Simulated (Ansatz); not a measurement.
# CuH₄+ (singlet): wave-function methods side by side, def2-TZVPP

The task here is to estimate one member of a computed series from the others.

Method: def2-TZVPP, core rule «outside noble gas», up to 9 orbitals frozen; program: Ansatz 0.2.0, Gaussian basis.

To be run: UHF; CCSD(T) on RHF; CCSDT(Q) on RHF; CASSCF and NEVPT2, 14 electrons in 10 orbitals.

5 further runs of the same task are left out: 1 for a known fault of the program, 4 set aside as unsound or not needed.

## The system

The geometry is a PBE0/def2-TZVP stationary point (not a proven minimum) of the parent state, kept for this charge and spin.

5 atoms, charge 1, spin multiplicity 1.

Atoms are counted from 1 here; the program's logs count them from 0.

Bond lengths: Cu1–H2 1.572 Å, Cu1–H3 1.572 Å, Cu1–H4 1.572 Å, Cu1–H5 1.572 Å. Angles: H2–Cu1–H3 35.7°, H2–Cu1–H4 144.3°, H2–Cu1–H5 180.0°, H3–Cu1–H4 180.0°, H3–Cu1–H5 144.3°, H4–Cu1–H5 35.7°.

The first run:

File in.yaml:

```yaml
crystal:
  periodic: [false, false, false]
  atoms:
    - {symbol: Cu, position_ang: [0.000000, 0.000000, 0.000000]}
    - {symbol: H, position_ang: [0.000000, 0.481552, 1.496401]}
    - {symbol: H, position_ang: [0.000000, -0.481552, 1.496401]}
    - {symbol: H, position_ang: [0.000000, 0.481552, -1.496401]}
    - {symbol: H, position_ang: [0.000000, -0.481552, -1.496401]}
basis:
  gaussian: {orbitals: def2-TZVPP}
total_charge: 1
magnetization: {spin_polarized: true, initial_magnetization: 0}
hamiltonian: {xc: hf}
output: {orbitals: {seedname: orbitals}}
```

Launch:

```sh
> ansatz run in.yaml --threads 1 --pin off --events-out ev --progress --plain --max-ram 4096MiB --backend cpu
```

Among the steps run: UHF; CCSD(T) on RHF; CCSDT(Q) on RHF; CASSCF and NEVPT2, 14 electrons in 10 orbitals.

One table of the session follows, with a row left open; its other results are not shown here.

```
        method  from RCCSDT(Q) (meV)
           RHF                     ?
          RMP2               -1071.1
         RCCSD                +553.2
      RCCSD(T)                 -41.5
        RCCSDT                  -7.8
     RCCSDT(Q)                     0
CASSCF valence              +12552.1
NEVPT2 valence                +327.0
```

Estimate the missing values for RHF.

The run gave: from RCCSDT(Q) (meV): +14820.5. In the column «from RCCSDT(Q) (meV)» it is the highest.
